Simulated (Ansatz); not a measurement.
**C4H10ClIn: one species, many methods**

An exercise on one series of results from a longer session: the logs are not shown, and one member is left open.

The runs use Ansatz 0.2.0, Gaussian basis; functionals in def2-TZVPP, the program's frozen cores in correlated methods.

Levels to be run: LDA (SPW92), PBE-D4, revPBE-D4, BLYP-D4, r2SCAN-D4, B97M-V, PBE0-D4, B3LYP-D4, r2SCANh-D4, r2SCAN0-D4, HSE06-D4, BHLYP-D4, CAM-B3LYP-D4, LC-ωPBE, ωB97X-V, ωB97M-V, B2PLYP, PBE-QIDH; CCSD(T)/def2-SVP; CCSD(T)/def2-TZVPP; MP2/def2-QZVPP; extrapolation to the limit; RPA on PBE.

## The geometry

All runs share one geometry, relaxed beforehand with PBE0-D4 in a triple-zeta def2 set. In takes the def2 core potential; no spin-orbit term is included.

SMILES `CCC[CH](Cl)[InH2]`, 16 atoms, charge 0, spin multiplicity 1.

Atoms are counted from 1 here; the program's logs count them from 0.

Bond lengths: C1–C2 1.522 Å, C1–H7 1.097 Å, C1–H8 1.092 Å, C1–H9 1.094 Å, C2–C3 1.527 Å, C2–H10 1.094 Å, C2–H11 1.096 Å, C3–C4 1.510 Å, C3–H12 1.096 Å, C3–H13 1.097 Å, C4–Cl5 1.822 Å, C4–In6 2.176 Å, C4–H14 1.091 Å, In6–H15 1.722 Å, In6–H16 1.721 Å. Angles: C2–C1–H7 112.1°, C2–C1–H8 111.3°, C2–C1–H9 111.4°, H7–C1–H8 105.8°, H7–C1–H9 108.6°, H8–C1–H9 107.4°, C1–C2–C3 114.9°, C1–C2–H10 108.8°, C1–C2–H11 109.5°, C3–C2–H10 107.8°, C3–C2–H11 109.4°, H10–C2–H11 106.0°, C2–C3–C4 112.4°, C2–C3–H12 109.6°, C2–C3–H13 108.8°, C4–C3–H12 109.8°, C4–C3–H13 109.7°, H12–C3–H13 106.4° and more.

The first run:

Input file in.yaml:

```yaml
crystal:
  periodic: [false, false, false]
  atoms:
    - {symbol: C, position_ang: [-1.112943, -1.209393, -0.496209]}
    - {symbol: C, position_ang: [0.174269, -1.451668, 0.278157]}
    - {symbol: C, position_ang: [1.205403, -0.330354, 0.179039]}
    - {symbol: C, position_ang: [0.691152, 0.976243, 0.734587]}
    - {symbol: Cl, position_ang: [2.022137, 2.220141, 0.744931]}
    - {symbol: In, position_ang: [-0.749624, 2.104315, -0.442463]}
    - {symbol: H, position_ang: [-1.737994, -0.439631, -0.027342]}
    - {symbol: H, position_ang: [-1.728706, -2.110760, -0.532651]}
    - {symbol: H, position_ang: [-0.907584, -0.910787, -1.528711]}
    - {symbol: H, position_ang: [0.641308, -2.369407, -0.091356]}
    - {symbol: H, position_ang: [-0.062653, -1.636828, 1.331768]}
    - {symbol: H, position_ang: [1.503380, -0.197424, -0.867050]}
    - {symbol: H, position_ang: [2.109197, -0.632373, 0.722311]}
    - {symbol: H, position_ang: [0.406612, 0.870428, 1.782086]}
    - {symbol: H, position_ang: [-0.464010, 2.123990, -2.140261]}
    - {symbol: H, position_ang: [-1.989956, 2.993529, 0.353184]}
basis:
  gaussian: {orbitals: def2-TZVPP}
hamiltonian: {xc: lda}
output: {orbitals: {seedname: orbitals}}
```

Run with:

```sh
ansatz run in.yaml --threads 2 --pin off --events-out ev --progress --plain --max-ram 20480MiB --backend cuda --devices 0, --max-vram 18GiB
```

Steps of the session up to this table: LDA; PBE-D4 (GGA); revPBE-D4 (GGA); BLYP-D4 (GGA); r2SCAN-D4 (meta-GGA); B97M-V (meta-GGA); B3LYP-D4 (hybrid); r2SCANh-D4 (hybrid); r2SCAN0-D4 (hybrid); HSE06-D4 (hybrid); BHLYP-D4 (hybrid); CAM-B3LYP-D4 (range-separated); LC-ωPBE (range-separated); ωB97X-V (range-separated); ωB97M-V (range-separated); B2PLYP (double hybrid); PBE-QIDH (double hybrid).

One of the session's tables, all rows but one given; the rest of the session is left out.

It belongs to the step «Frontier levels by functional». 

| functional | HOMO (eV) | LUMO (eV) | gap (eV) |
| --- | --- | --- | --- |
| LDA (SPW92) | -5.92 | -2.40 | 3.52 |
| PBE-D4 | -5.77 | -2.08 | 3.70 |
| revPBE-D4 | -5.71 | -1.93 | 3.79 |
| BLYP-D4 | -5.66 | -2.01 | 3.64 |
| r2SCAN-D4 | -5.99 | -1.81 | 4.18 |
| B97M-V | -6.08 | -2.07 | 4.01 |
| PBE0-D4 | -6.92 | -1.33 | 5.58 |
| B3LYP-D4 | -6.73 | -1.59 | 5.14 |
| r2SCANh-D4 | -6.42 | -1.55 | 4.87 |
| r2SCAN0-D4 | -7.07 | -1.17 | 5.89 |
| HSE06-D4 | -6.52 | -1.69 | 4.83 |
| BHLYP-D4 | -7.99 | -0.64 | 7.35 |
| CAM-B3LYP-D4 | -8.23 | -0.50 | 7.73 |
| LC-ωPBE | -9.53 | 0.62 | 10.14 |
| ωB97X-V | ? | ? | ? |
| ωB97M-V | -9.08 | 0.18 | 9.26 |

Estimate the missing values for ωB97X-V.

As computed: HOMO (eV): -9.20; LUMO (eV): 0.46; gap (eV): 9.66. In the column «HOMO (eV)» it lies between LC-ωPBE (-9.53) and ωB97M-V (-9.08).
